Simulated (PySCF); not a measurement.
# C5H3F3: the cost of one run

Programs: PySCF 2.14.0, with density-fitted response routines of our own. Each step states its level of theory. These are calculated values for one molecule in the gas phase, unless marked as measured. Atoms count from 0, in the outputs and in this text.

### Step 1. Starting geometry

11 atoms, charge 0, multiplicity 1; geometry from: GFN2-xTB. The atoms were then displaced at random by about 0.01 Å, so the start is not that level's minimum.

Bonds of the start (Å): F0–C1 1.35, C1–C2 1.34, C2–C3 1.46, C3–F4 1.37, C3–F5 1.38, C3–C6 1.51, C6–C7 1.34, C7–C1 1.47, C2–H8 1.07, C6–H9 1.08, C7–H10 1.05.

### Step 2. Optimising the geometry at PBE0-D3(BJ)/def2-SVP

What the job is given:

```
{"job": {"xc": "PBE0", "basis": "def2-SVP", "d3": "d3bj", "grid": 1, "shake": 0.01, "kind": "geom"}, "charge": 0, "multiplicity": 1}
F      2.627270    -0.104610    -0.139590
C      1.276990    -0.060090    -0.073100
C      0.449010    -1.107790     0.027700
C     -0.909360    -0.563490     0.080210
F     -1.594700    -0.928270     1.213840
F     -1.716500    -1.044020    -0.930210
C     -0.750880     0.937490    -0.014930
C      0.554330     1.215230    -0.109530
H      0.698000    -2.144380     0.105370
H     -1.599990     1.607320     0.002870
H      1.003940     2.166790    -0.178290
```

Run with:

```bash
$ OMP_NUM_THREADS=1 python probes_run.py task.json out
```

One launch serves the whole session: the jobs run in the order shown.

Q: Estimate the wall time and peak memory of this first job on 1 thread of Arm Neoverse V1, shared host.

About 56 s, with a peak of 0.49 GiB.
